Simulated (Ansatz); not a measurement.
**Y: a strain scan**

Aim: for Y, see how energy and stress answer to the strain pattern (0, 0, 1, 0, 0, 0).

Computed with Ansatz 0.2.0 (DFT PBEsol, scalar-relativistic, plane waves, PAW, unless a step's input says otherwise).

### 1 The system as given

It takes space group Fm-3m (No. 225, cubic). The conventional cell has a = 4.970 Å, b = 4.970 Å, c = 4.970 Å, α = 90.00°, β = 90.00°, γ = 90.00°. Around Y (site symmetry m-3m) lie 12 Y at 3.51 Å.

As a file:

```cif
data_structure
_symmetry_space_group_name_H-M 'Fm-3m'
_symmetry_Int_Tables_number 225
_cell_length_a 4.9700
_cell_length_b 4.9700
_cell_length_c 4.9700
_cell_angle_alpha 90.000
_cell_angle_beta 90.000
_cell_angle_gamma 90.000
_cell_volume 122.76
loop_
_atom_site_label
_atom_site_type_symbol
_atom_site_symmetry_multiplicity
_atom_site_Wyckoff_symbol
_atom_site_fract_x
_atom_site_fract_y
_atom_site_fract_z
_atom_site_occupancy
Y1 Y 4 a 0.00000 0.00000 0.00000 1
```

No relaxation comes first: the listed cell is the starting point.

### 2 Zero of energy

The reference gives a free energy of -3795.0620 eV, pressure 0.19 GPa, largest force 0.000 eV/Å and gap on the mesh none (metal). It was computed beforehand with the settings of the runs below.

### 3 Setting up a strain scan

The cell is strained by ε times the Voigt pattern (0, 0, 1, 0, 0, 0) (xx, yy, zz, yz, xz, xy; engineering shear), with fractional coordinates fixed (clamped ions). The stress on the pattern is the sum of the stress components weighted by it, tension positive.

### 4 Point ε = -0.1500

input.yaml

```yaml
crystal:
  lattice:
    - [0.0, 2.485, 2.11225]
    - [2.485, 0.0, 2.11225]
    - [2.485, 2.485, 0.0]
  atoms:
    - { symbol: "Y", position: [0.0, 0.0, 0.0] }
basis:
  ecutwfc: 420
kpoints:
  mp_grid: { grid: [16, 16, 16] }
hamiltonian:
  xc: pbesol
scf:
  occupations: { method: gaussian, width: 0.15 }
output:
  forces: true
  stress: true
  eigenvalues: true
```

Started as:

```bash
ansatz run input.yaml --threads 1 --pin off --max-ram 2560MiB --backend cpu --events-out ev --progress --plain --runs-dir out
```

### 5 At ε = 0.1125

input.yaml, as its differences from that of step 4:

```diff
@@ -2,4 +2,4 @@
   lattice:
-    - [0.0, 2.485, 2.11225]
-    - [2.485, 0.0, 2.11225]
+    - [0.0, 2.485, 2.7645625]
+    - [2.485, 0.0, 2.7645625]
     - [2.485, 2.485, 0.0]
@@ -19 +19,5 @@
   eigenvalues: true
+  write_density: true
+  write_potential: true
+  elf: true
+  volumetric_format: npy
```

### 6 Point ε = -0.0750

input.yaml

```yaml
crystal:
  lattice:
    - [0.0, 2.485, 2.298625]
    - [2.485, 0.0, 2.298625]
    - [2.485, 2.485, 0.0]
  atoms:
    - { symbol: "Y", position: [0.0, 0.0, 0.0] }
basis:
  ecutwfc: 420
kpoints:
  mp_grid: { grid: [16, 16, 16] }
hamiltonian:
  xc: pbesol
scf:
  occupations: { method: gaussian, width: 0.15 }
output:
  forces: true
  stress: true
  eigenvalues: true
```

### 7 ε = 0.0375

input.yaml, as its differences from that of step 6:

```diff
@@ -2,4 +2,4 @@
   lattice:
-    - [0.0, 2.485, 2.298625]
-    - [2.485, 0.0, 2.298625]
+    - [0.0, 2.485, 2.5781875]
+    - [2.485, 0.0, 2.5781875]
     - [2.485, 2.485, 0.0]
@@ -19 +19,5 @@
   eigenvalues: true
+  write_density: true
+  write_potential: true
+  elf: true
+  volumetric_format: npy
```

### 8 At ε = 0.1500

input.yaml

```yaml
crystal:
  lattice:
    - [0.0, 2.485, 2.85775]
    - [2.485, 0.0, 2.85775]
    - [2.485, 2.485, 0.0]
  atoms:
    - { symbol: "Y", position: [0.0, 0.0, 0.0] }
basis:
  ecutwfc: 420
kpoints:
  mp_grid: { grid: [16, 16, 16] }
hamiltonian:
  xc: pbesol
scf:
  occupations: { method: gaussian, width: 0.15 }
output:
  forces: true
  stress: true
  eigenvalues: true
```

### 9 ε = -0.1125

input.yaml, as its differences from that of step 8:

```diff
@@ -2,4 +2,4 @@
   lattice:
-    - [0.0, 2.485, 2.85775]
-    - [2.485, 0.0, 2.85775]
+    - [0.0, 2.485, 2.2054375]
+    - [2.485, 0.0, 2.2054375]
     - [2.485, 2.485, 0.0]
```

### 10 ε = 0.0750

input.yaml, as its differences from that of step 9:

```diff
@@ -2,4 +2,4 @@
   lattice:
-    - [0.0, 2.485, 2.2054375]
-    - [2.485, 0.0, 2.2054375]
+    - [0.0, 2.485, 2.671375]
+    - [2.485, 0.0, 2.671375]
     - [2.485, 2.485, 0.0]
@@ -19 +19,5 @@
   eigenvalues: true
+  write_density: true
+  write_potential: true
+  elf: true
+  volumetric_format: npy
```

### 11 ε = -0.0375

input.yaml

```yaml
crystal:
  lattice:
    - [0.0, 2.485, 2.3918125]
    - [2.485, 0.0, 2.3918125]
    - [2.485, 2.485, 0.0]
  atoms:
    - { symbol: "Y", position: [0.0, 0.0, 0.0] }
basis:
  ecutwfc: 420
kpoints:
  mp_grid: { grid: [16, 16, 16] }
hamiltonian:
  xc: pbesol
scf:
  occupations: { method: gaussian, width: 0.15 }
output:
  forces: true
  stress: true
  eigenvalues: true
```

### 12 Point ε = 0.1312

input.yaml, as its differences from that of step 11:

```diff
@@ -2,4 +2,4 @@
   lattice:
-    - [0.0, 2.485, 2.3918125]
-    - [2.485, 0.0, 2.3918125]
+    - [0.0, 2.485, 2.811032]
+    - [2.485, 0.0, 2.811032]
     - [2.485, 2.485, 0.0]
```

(Steps that only read results are left out.)

What does the calculation give? Wanted: slope of the stress at ε = 0, over ±0.0375.

The runs gave:

```
                                  quantity   value
slope of the stress at ε = 0, over ±0.0375  63 GPa
```

**Reading.** From the stress slope, C33 is about 63 GPa with the ions clamped. The step is wide, so higher orders mix in. No sampled point lies below the undisturbed cell. Compression costs more than tension: 163.7 against 111.2 meV/atom at the ends.
